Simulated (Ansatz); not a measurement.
# C₂H₆CdO: basis-set convergence

The task here is to estimate one member of a computed series from the others.

Method: one geometry, several basis sets; program: Ansatz 0.2.0, Gaussian basis.

Plan: PBE0-D4/def2-SVP; ωB97M-V/def2-SVP; PBE0-D4/def2-QZVPP; ωB97M-V/def2-QZVPP; the functionals' def2-TZVPP values are taken from earlier runs.

## The relaxed structure

The geometry comes from an earlier relaxation with PBE0-D4 in a triple-zeta def2 set; it is a stationary point, not always the lowest conformer. Cd takes the def2 core potential; no spin-orbit term is included.

SMILES `C[CH2][Cd][OH]`, 10 atoms, charge 0, spin multiplicity 1.

Atoms are counted from 1 here; the program's logs count them from 0.

Bond lengths: C1–C2 1.523 Å, C1–H5 1.093 Å, C1–H6 1.096 Å, C1–H7 1.093 Å, C2–Cd3 2.102 Å, C2–H8 1.093 Å, C2–H9 1.093 Å, Cd3–O4 1.978 Å, O4–H10 0.959 Å. Angles: C2–C1–H5 112.1°, C2–C1–H6 111.2°, C2–C1–H7 112.1°, H5–C1–H6 107.0°, H5–C1–H7 107.1°, H6–C1–H7 107.0°, C1–C2–Cd3 115.0°, C1–C2–H8 110.8°, C1–C2–H9 110.7°, Cd3–C2–H8 106.9°, Cd3–C2–H9 106.5°, H8–C2–H9 106.5°, C2–Cd3–O4 176.3°, Cd3–O4–H10 114.3°.

Set-up of the first run:

in.yaml reads:

```yaml
crystal:
  periodic: [false, false, false]
  atoms:
    - {symbol: C, position_ang: [-0.894170, 0.881723, 0.912969]}
    - {symbol: C, position_ang: [-0.305155, -0.505937, 0.693347]}
    - {symbol: Cd, position_ang: [0.991459, -0.669324, -0.952969]}
    - {symbol: O, position_ang: [2.298384, -0.875834, -2.423466]}
    - {symbol: H, position_ang: [-1.486776, 1.217020, 0.058245]}
    - {symbol: H, position_ang: [-1.555203, 0.897008, 1.786769]}
    - {symbol: H, position_ang: [-0.120758, 1.634475, 1.083558]}
    - {symbol: H, position_ang: [-1.097177, -1.244974, 0.547997]}
    - {symbol: H, position_ang: [0.262658, -0.828541, 1.570140]}
    - {symbol: H, position_ang: [1.989636, -0.556717, -3.273587]}
basis:
  gaussian: {orbitals: def2-SVP}
hamiltonian: {xc: pbe0, dispersion: d4}
output: {orbitals: {seedname: orbitals}}
```

On the command line:

```sh
$ ansatz run in.yaml --threads 4 --pin off --events-out ev --progress --plain --max-ram 10444MiB
```

Among the steps run: PBE0-D4 in def2-SVP; ωB97M-V in def2-SVP; PBE0-D4 in def2-QZVPP; ωB97M-V in def2-QZVPP.

One of the session's tables, all rows but one given; the rest of the session is left out.

It belongs to the step «Functionals by basis». 

| functional | basis | HOMO (eV) |
| --- | --- | --- |
| PBE0-D4 | def2-SVP | ? |
| PBE0-D4 | def2-TZVPP | -7.34 |
| PBE0-D4 | def2-QZVPP | -7.37 |
| ωB97M-V | def2-SVP | -9.36 |
| ωB97M-V | def2-TZVPP | -9.50 |
| ωB97M-V | def2-QZVPP | -9.52 |

Estimate the missing values for PBE0-D4, def2-SVP.

As computed: HOMO (eV): -7.21. In the column «HOMO (eV)» it is the highest.
